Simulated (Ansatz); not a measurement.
# FH2ISn: up Jacob's ladder to CCSD(T)

How much do the methods differ for FH2ISn? The plan is to run it at one geometry with functionals of several rungs and with coupled cluster, and see how far each lands from CCSD(T) at the basis-set limit for the atomisation energy.

Computed with Ansatz 0.2.0, Gaussian basis. Level: functionals in def2-TZVPP, the program's frozen cores in correlated methods.

Levels to be run: LDA (SPW92), PBE-D4, revPBE-D4, BLYP-D4, r2SCAN-D4, B97M-V, PBE0-D4, B3LYP-D4, r2SCANh-D4, r2SCAN0-D4, HSE06-D4, BHLYP-D4, CAM-B3LYP-D4, LC-ωPBE, ωB97X-V, ωB97M-V, B2PLYP, PBE-QIDH; CCSD(T)/def2-SVP; CCSD(T)/def2-TZVPP; MP2/def2-QZVPP; extrapolation to the limit; RPA on PBE.

### 1 The geometry

An earlier PBE0-D4 in a triple-zeta def2 set relaxation fixed the geometry. Sn, I take the def2 core potential; no spin-orbit term is included.

5 atoms, charge 0, spin multiplicity 1.

Atoms are counted from 1 here; the program's logs count them from 0.

Bond lengths: F1–Sn2 1.918 Å, Sn2–I3 2.658 Å, Sn2–H4 1.697 Å, Sn2–H5 1.697 Å. Angles: F1–Sn2–I3 105.7°, F1–Sn2–H4 105.3°, F1–Sn2–H5 105.3°, I3–Sn2–H4 110.5°, I3–Sn2–H5 110.5°, H4–Sn2–H5 118.5°.

Geometry (Å):

```xyz
5

F    -0.9637    0.0325    1.5872
Sn   -0.1045    0.1375   -0.1239
I     1.9056   -1.5987   -0.0288
H    -1.2743   -0.3697   -1.2443
H     0.4869    1.7248   -0.2314
```

### 2 LDA

This LDA is Slater exchange with PW92 correlation.

The input, in.yaml:

```yaml
crystal:
  periodic: [false, false, false]
  atoms:
    - {symbol: F, position_ang: [-0.963742, 0.032477, 1.587150]}
    - {symbol: Sn, position_ang: [-0.104466, 0.137475, -0.123933]}
    - {symbol: I, position_ang: [1.905615, -1.598712, -0.028846]}
    - {symbol: H, position_ang: [-1.274286, -0.369659, -1.244305]}
    - {symbol: H, position_ang: [0.486879, 1.724820, -0.231366]}
basis:
  gaussian: {orbitals: def2-TZVPP}
hamiltonian: {xc: lda}
output: {orbitals: {seedname: orbitals}}
```

After this run come: PBE-D4 (GGA); revPBE-D4 (GGA); BLYP-D4 (GGA); r2SCAN-D4 (meta-GGA); B97M-V (meta-GGA); PBE0-D4 (hybrid); B3LYP-D4 (hybrid); r2SCANh-D4 (hybrid); r2SCAN0-D4 (hybrid); HSE06-D4 (hybrid); BHLYP-D4 (hybrid); CAM-B3LYP-D4 (range-separated); LC-ωPBE-D4 (range-separated); ωB97X-V (range-separated); ωB97M-V (range-separated); B2PLYP (double hybrid); PBE-QIDH (double hybrid); CCSD(T) in def2-SVP; CCSD(T) in def2-TZVPP; MP2 in def2-QZVPP; RPA on PBE orbitals.

**Question.** What will the summary of the whole plan be? Wanted: atomisation energy, CCSD(T)/CBS; farthest beyond LDA; mean size of error, GGA; mean size of error, meta-GGA; mean size of error, hybrid; mean size of error, range-separated; mean size of error, double hybrid; gap, smallest and largest; T1 diagnostic.

**Answer**, as computed:

```
                               quantity                                  value
        atomisation energy, CCSD(T)/CBS                              13.030 eV
    functionals within 0.130 eV (1.0 %)                                 B97M-V
                    farthest beyond LDA                   BHLYP-D4 (-0.902 eV)
                mean size of error, GGA                               0.481 eV
           mean size of error, meta-GGA                               0.200 eV
             mean size of error, hybrid                               0.615 eV
    mean size of error, range-separated                               0.392 eV
      mean size of error, double hybrid                               0.603 eV
              gap, smallest and largest  4.11 eV (BLYP-D4), 10.97 eV (LC-ωPBE)
                          T1 diagnostic                                 0.0117
triples share of the correlation energy                                  2.5 %
```

**Reading.** The LDA atomisation energy is off by 1.735 eV (13 %): it overbinds. PBE-D4 is off by -0.258 eV. Double hybrids carry the basis error of their MP2 part in triple zeta, and no dispersion term here, so their miss is partly the set-up's. Taken by rung, meta-GGA functionals do best (0.200 eV on average) and hybrid ones worst beyond LDA (0.615 eV). The mean of the hybrids holds BHLYP, with half exact exchange. The reference freezes the cores and leaves out spin-orbit coupling and excitations past (T), and its outer-core shells are covered unevenly, so misses under about 0.130 eV can't be ranked. All levels share the lack of spin-orbit coupling, which lowers the free heavy atoms and so the true binding. Hartree-Fock recovers 67 % of the binding; the rest is correlation. CCSD(T) in def2-SVP is off by -1.496 eV, worse than the median functional, from the basis alone. The gap grows from 4.1 to 11.0 eV across the functionals, mostly with the share of exact exchange. Correlated methods include outer-core shells of I, Sn, which these sets cover unevenly.
